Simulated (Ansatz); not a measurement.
# FGeH3O2: molecular dynamics

Purpose: to follow the molecule's vibrations and see whether its bonds hold. The start is relaxed first. Runs: 300 steps of 0.25 fs under a Langevin thermostat at 1500 K. SMILES of the start: [OH][GeH]([OH])[F].

Method: RKS PBE0/def2-SVP, in Ansatz 0.2.0.

### Step 1. The system as given

Bond lengths: Ge1–H2 1.550 Å, Ge1–O3 1.770 Å, O3–H4 1.010 Å, Ge1–O5 1.769 Å, O5–H6 1.010 Å, Ge1–F7 1.679 Å. Angles: H2–Ge1–O3 109.4°, H2–Ge1–O5 109.5°, H2–Ge1–F7 109.5°, O3–Ge1–O5 109.5°, O3–Ge1–F7 109.5°, O5–Ge1–F7 109.5°, Ge1–O3–H4 109.5°, Ge1–O5–H6 109.5°.

Coordinates:

```xyz
7

Ge    0.0000    0.0000    0.0000
H     0.0000    0.0000    1.5500
O     1.6691    0.0000   -0.5894
H     1.9855   -0.9521   -0.7061
O    -0.8337    1.4443   -0.5894
H    -1.7915    1.2136   -0.8118
F    -0.7913   -1.3709   -0.5594
```

### Step 2. Relaxing the start

Contents of input.yaml:

```yaml
crystal:
  periodic: [false, false, false]
  atoms:
    - { symbol: Ge, position_ang: [0.0, 0.0, 0.0] }
    - { symbol: H, position_ang: [0.0, 0.0, 1.55] }
    - { symbol: O, position_ang: [1.6691, 0.0, -0.5894] }
    - { symbol: H, position_ang: [1.9855, -0.9521, -0.7061] }
    - { symbol: O, position_ang: [-0.8337, 1.4443, -0.5894] }
    - { symbol: H, position_ang: [-1.7915, 1.2136, -0.8118] }
    - { symbol: F, position_ang: [-0.7913, -1.3709, -0.5594] }
basis:
  gaussian: { orbitals: def2-SVP }
hamiltonian:
  xc: pbe0
relax:
  f_tol: 0.02
  max_steps: 40
```

Launch:

```sh
$ ansatz run input.yaml --threads 1 --pin off --max-ram 2048MiB --backend cpu --events-out ev --progress --plain --runs-dir out
```

The runs that follow: The run.

What does the calculation give? Wanted: relaxation of the start; temperature, first and last step; temperature, second half; potential energy, second half; bonds formed or broken.

As calculated:

| quantity | value |
| --- | --- |
| relaxation of the start | 16 moves, 0.297 eV lower |
| length | 300 steps of 0.25 fs |
| temperature, first and last step | 1286 and 822 K |
| temperature, second half | mean 841 K, from 472 to 1160 K |
| potential energy, second half | +77 meV/atom from the start |
| bonds formed or broken | 0 |

In words: Against a set 1500 K the second half averages 841 K with a spread of 185 K; 77 meV/atom has gone into potential energy, and a thermostat that acts over some 1000 fs has not made it up in 75 fs. No bond forms or breaks. A run of 75 fs with 7 atoms shows the motion but fixes no equilibrium value. The nuclei move classically, without zero-point motion, which matters most for hydrogen.
